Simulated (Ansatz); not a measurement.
**doublet CH6NPSi+: levels of theory compared**

We compute a comparison of 6 runs (UHF/STO-3G, UHF/def2-SVP, UB3LYP/6-31G*, U-revPBE/def2-SVP, UBLYP/def2-SVP, USVWN5/def2-SVP) of doublet CH6NPSi+. 

The calculation is run with Ansatz 0.2.0.

102 further runs of the same task are left out: 102 set aside as unsound or not needed.

## (1) Starting point

CH6NPSi+ has 10 atoms, charge +1, and is taken as a doublet. SMILES of the parent species: `C1NP[SiH2]1`. The coordinates come from a PBE0-D4/def2-TZVP relaxation. That shape belongs to the parent species and isn't relaxed for this state.

Bond lengths: C1–N2 1.466 Å, N2–P3 1.737 Å, C1–Si4 1.900 Å, P3–Si4 2.263 Å, C1–H5 1.094 Å, C1–H6 1.100 Å, N2–H7 1.012 Å, P3–H8 1.446 Å, Si4–H9 1.486 Å, Si4–H10 1.487 Å. Some angles: C1–N2–P3 108.8°, N2–C1–Si4 91.6°, N2–P3–Si4 73.5°, C1–Si4–P3 77.1°, C1–N2–H7 117.6°, P3–N2–H7 119.0°, N2–C1–H5 113.0°, N2–C1–H6 113.4°, Si4–C1–H5 118.7°, Si4–C1–H6 110.6°.

## (2) The energy at UHF/STO-3G (run 1)

Input file job.yaml:

```yaml
crystal:
  periodic: [false, false, false]
  atoms:
    - {symbol: C, position_ang: [-0.518900, 0.753700, -0.280300]}
    - {symbol: "N", position_ang: [0.388700, 0.867200, 0.865200]}
    - {symbol: P, position_ang: [0.973900, -0.716000, 1.275900]}
    - {symbol: Si, position_ang: [0.382300, -0.797300, -0.907400]}
    - {symbol: H, position_ang: [-0.525900, 1.647300, -0.910700]}
    - {symbol: H, position_ang: [-1.554200, 0.512400, 0.003600]}
    - {symbol: H, position_ang: [0.126500, 1.500500, 1.609100]}
    - {symbol: H, position_ang: [-0.253100, -1.393600, 1.631500]}
    - {symbol: H, position_ang: [1.493100, -0.499900, -1.848100]}
    - {symbol: H, position_ang: [-0.429200, -1.925500, -1.435800]}
basis:
  gaussian:
    orbitals: STO-3G
total_charge: 1
magnetization:
  spin_polarized: true
  initial_magnetization: 1
hamiltonian:
  xc: hf
accuracy: high
output:
  orbitals: {seedname: orbitals}
```

Command:

```console
ansatz run job.yaml --threads 1 --pin off --max-ram 3480MiB --events-out events.jsonl --progress --plain --runs-dir runs
```

What it wrote:

```text
Warning: RAYON_NUM_THREADS=1 ignored (pool sized by the plan → 1); use --threads N
Functional definition: HF
  name "HF"
  exchange = exact_x
  correlation = 0
724 factors; integrals over basis functions are off by at most 4.0e-9 eV
mean field evaluation 1: about -19506.0659 eV, gradient 1.7e1 eV
mean field evaluation 2: about -19506.2232 eV, gradient 1.7e1 eV
mean field evaluation 4: about -19508.3516 eV, gradient 1.6e0 eV
mean field evaluation 8: about -19508.4410 eV, gradient 1.1e-1 eV
mean field evaluation 16: about -19508.4403 eV, gradient 2.5e-8 eV
mean field evaluation 32: about -19508.1130 eV, gradient 5.3e0 eV
mean field evaluation 64: about -19508.3477 eV, gradient 1.0e0 eV
mean field -19509.32644961 eV, -716.9545231268 hartree, gradient 2.2e-8 eV, S^2 0.768025; 2 other end points of the search recorded, 0 dependent functions left out
reference -19509.32644961 eV, -716.9545231268 hartree; 24, 23 occupied and 10, 11 virtual orbitals, 724 factors
Total energy: -19509.32644961 eV, -716.9545231268 hartree
```

It took 0.76 s on 1 thread of Arm Neoverse V2, shared host; peak memory 0.096 GiB.

## (3) A single-point energy at UHF/def2-SVP (run 2)

Input file molecule.yaml:

```yaml
crystal:
  periodic: [false, false, false]
  atoms:
    - {symbol: C, position_ang: [-0.518900, 0.753700, -0.280300]}
    - {symbol: "N", position_ang: [0.388700, 0.867200, 0.865200]}
    - {symbol: P, position_ang: [0.973900, -0.716000, 1.275900]}
    - {symbol: Si, position_ang: [0.382300, -0.797300, -0.907400]}
    - {symbol: H, position_ang: [-0.525900, 1.647300, -0.910700]}
    - {symbol: H, position_ang: [-1.554200, 0.512400, 0.003600]}
    - {symbol: H, position_ang: [0.126500, 1.500500, 1.609100]}
    - {symbol: H, position_ang: [-0.253100, -1.393600, 1.631500]}
    - {symbol: H, position_ang: [1.493100, -0.499900, -1.848100]}
    - {symbol: H, position_ang: [-0.429200, -1.925500, -1.435800]}
basis:
  gaussian: {orbitals: def2-SVP}
total_charge: 1
magnetization: {spin_polarized: true, initial_magnetization: 1}
hamiltonian: {xc: hf}
accuracy: high
output: {orbitals: {seedname: orbitals}}
```

Command:

```console
ansatz run molecule.yaml --threads 1 --pin off --max-ram 3480MiB --events-out events.jsonl --progress --plain --runs-dir runs
```

What it wrote:

```text
Warning: RAYON_NUM_THREADS=1 ignored (pool sized by the plan → 1); use --threads N
[... 4 set-up lines as earlier in the session ...]
2170 factors; integrals over basis functions are off by at most 3.6e-9 eV
mean field evaluation 1: about -19719.4709 eV, gradient 3.2e1 eV
mean field evaluation 2: about -19719.4802 eV, gradient 3.2e1 eV
mean field evaluation 4: about -19724.7167 eV, gradient 3.2e0 eV
mean field evaluation 8: about -19724.8442 eV, gradient 1.7e-1 eV
mean field evaluation 16: about -19724.8475 eV, gradient 9.2e-6 eV
mean field evaluation 32: about -19724.0198 eV, gradient 1.1e0 eV
mean field evaluation 64: about -19725.0891 eV, gradient 1.4e0 eV
mean field evaluation 96: about -19724.8262 eV, gradient 3.8e-1 eV
mean field -19725.20178903 eV, -724.8877955250 hartree, gradient 2.0e-8 eV, S^2 0.771249; 1 other end points of the search recorded, 0 dependent functions left out
reference -19725.20178903 eV, -724.8877955250 hartree; 24, 23 occupied and 70, 71 virtual orbitals, 2170 factors
Total energy: -19725.20178903 eV, -724.8877955250 hartree
```

Wall time 9 s (1 thread of Arm Neoverse V2, shared host); peak memory 0.37 GiB.

Runs 3 to 4 aren't shown in full; the table further down has their settings and results.

## (4) The energy at UBLYP/def2-SVP (run 5)

Changes to molecule.yaml since step 3:

```diff
@@ -4,3 +4,3 @@
     - {symbol: C, position_ang: [-0.518900, 0.753700, -0.280300]}
-    - {symbol: "N", position_ang: [0.388700, 0.867200, 0.865200]}
+    - {symbol: N, position_ang: [0.388700, 0.867200, 0.865200]}
     - {symbol: P, position_ang: [0.973900, -0.716000, 1.275900]}
@@ -16,5 +16,5 @@
 total_charge: 1
+accuracy: high
+hamiltonian: {xc: {name: BLYP}}
 magnetization: {spin_polarized: true, initial_magnetization: 1}
-hamiltonian: {xc: hf}
-accuracy: high
 output: {orbitals: {seedname: orbitals}}
```

Command:

```console
ansatz run molecule.yaml --threads 1 --pin off --max-ram 3480MiB --events-out events.jsonl --progress --plain --runs-dir runs
```

What it wrote:

```text
Warning: RAYON_NUM_THREADS=1 ignored (pool sized by the plan → 1); use --threads N
Functional definition: BLYP
  name "BLYP"
  parameter beta = 0.0042
  parameter a = 0.04918
  parameter b = 0.132
  parameter c = 0.2533
  parameter d = 0.349
  exchange = b88_x(beta = beta)
  correlation = lyp_c(a = a, b = b, c = c, d = d)
2170 factors; integrals over basis functions are off by at most 3.6e-9 eV
mean field evaluation 1: about -19751.4539 eV, gradient 6.6e1 eV
mean field evaluation 2: about -19562.9795 eV, gradient 1.6e2 eV
mean field evaluation 4: about -19766.7826 eV, gradient 3.3e1 eV
mean field evaluation 8: about -19773.0502 eV, gradient 7.8e-1 eV
mean field evaluation 16: about -19773.0446 eV, gradient 1.1e-3 eV
mean field evaluation 32: about -19772.2753 eV, gradient 4.9e0 eV
mean field -19773.04462596 eV, -726.6459873531 hartree, gradient 4.9e-8 eV, S^2 0.753259; 5 other end points of the search recorded, 0 dependent functions left out
reference -19773.04468258 eV, -726.6459894338 hartree; 24, 23 occupied and 70, 71 virtual orbitals, 2170 factors
Total energy: -19773.04468258 eV, -726.6459894338 hartree
```

Wall time 13 s (1 thread of Arm Neoverse V2, shared host); peak memory 0.33 GiB.

## (5) The energy at USVWN5/def2-SVP (run 6)

Input file run.yaml:

```yaml
crystal:
  periodic: [false, false, false]
  atoms:
    - {symbol: C, position_ang: [-0.518900, 0.753700, -0.280300]}
    - {symbol: N, position_ang: [0.388700, 0.867200, 0.865200]}
    - {symbol: P, position_ang: [0.973900, -0.716000, 1.275900]}
    - {symbol: Si, position_ang: [0.382300, -0.797300, -0.907400]}
    - {symbol: H, position_ang: [-0.525900, 1.647300, -0.910700]}
    - {symbol: H, position_ang: [-1.554200, 0.512400, 0.003600]}
    - {symbol: H, position_ang: [0.126500, 1.500500, 1.609100]}
    - {symbol: H, position_ang: [-0.253100, -1.393600, 1.631500]}
    - {symbol: H, position_ang: [1.493100, -0.499900, -1.848100]}
    - {symbol: H, position_ang: [-0.429200, -1.925500, -1.435800]}
basis:
  gaussian: {orbitals: def2-SVP}
total_charge: 1
magnetization: {spin_polarized: true, initial_magnetization: 1}
hamiltonian: {xc: {name: SVWN5}}
accuracy: high
output: {orbitals: {seedname: orbitals}}
```

Command:

```console
ansatz run run.yaml --threads 1 --pin off --max-ram 3480MiB --events-out events.jsonl --progress --plain --runs-dir runs
```

What it wrote:

```text
Warning: RAYON_NUM_THREADS=1 ignored (pool sized by the plan → 1); use --threads N
Functional definition: SVWN5
  name "SVWN5"
  exchange = slater_x
  correlation = vwn5_c
2170 factors; integrals over basis functions are off by at most 3.6e-9 eV
mean field evaluation 1: about -19664.8350 eV, gradient 6.5e1 eV
mean field evaluation 2: about -19479.3735 eV, gradient 1.6e2 eV
mean field evaluation 4: about -19679.7292 eV, gradient 3.4e1 eV
mean field evaluation 8: about -19686.1005 eV, gradient 6.7e-1 eV
mean field evaluation 16: about -19686.0939 eV, gradient 6.9e-4 eV
mean field evaluation 32: about -19684.4535 eV, gradient 3.5e0 eV
mean field -19686.09393248 eV, -723.4506083051 hartree, gradient 5.0e-8 eV, S^2 0.751896; 3 other end points of the search recorded, 0 dependent functions left out
reference -19686.09393585 eV, -723.4506084289 hartree; 24, 23 occupied and 70, 71 virtual orbitals, 2170 factors
Total energy: -19686.09393585 eV, -723.4506084289 hartree
```

It took 6.6 s on 1 thread of Arm Neoverse V2, shared host; peak memory 0.3 GiB.

## (6) The series

```
run                                level  Cartesian functions  energy (Eh)  HOMO energy (eV)  LUMO energy (eV)   ⟨S²⟩  wall time
  1                           UHF/STO-3G                   no  -716.954523            -13.42             -2.43  0.768     0.76 s
  2                         UHF/def2-SVP                   no  -724.887796            -15.30             -5.69  0.771        9 s
  3  UB3LYP/6-31G* (Cartesian functions)                  yes  -726.964743            -12.84            -10.86  0.756       16 s
  4                    U-revPBE/def2-SVP                   no  -726.549271            -12.07            -11.45  0.753       13 s
  5                       UBLYP/def2-SVP                   no  -726.645989            -11.93            -11.35  0.753       13 s
  6                      USVWN5/def2-SVP                   no  -723.450608            -12.19            -11.63  0.752      6.6 s
```

## (7) What came out

| quantity | value |
| --- | --- |
| run 6: total energy | -723.45061 Eh |
| run 6: HOMO energy (highest over α and β) | -12.19 eV |
| run 6: LUMO energy (lowest over α and β) | -11.63 eV |
| run 6: ⟨S²⟩ | 0.752 |

Totals of different functionals can't be ranked against each other. In run 1 the basis is minimal, so the values are rough. All runs together took 58 s, the longest 16 s.
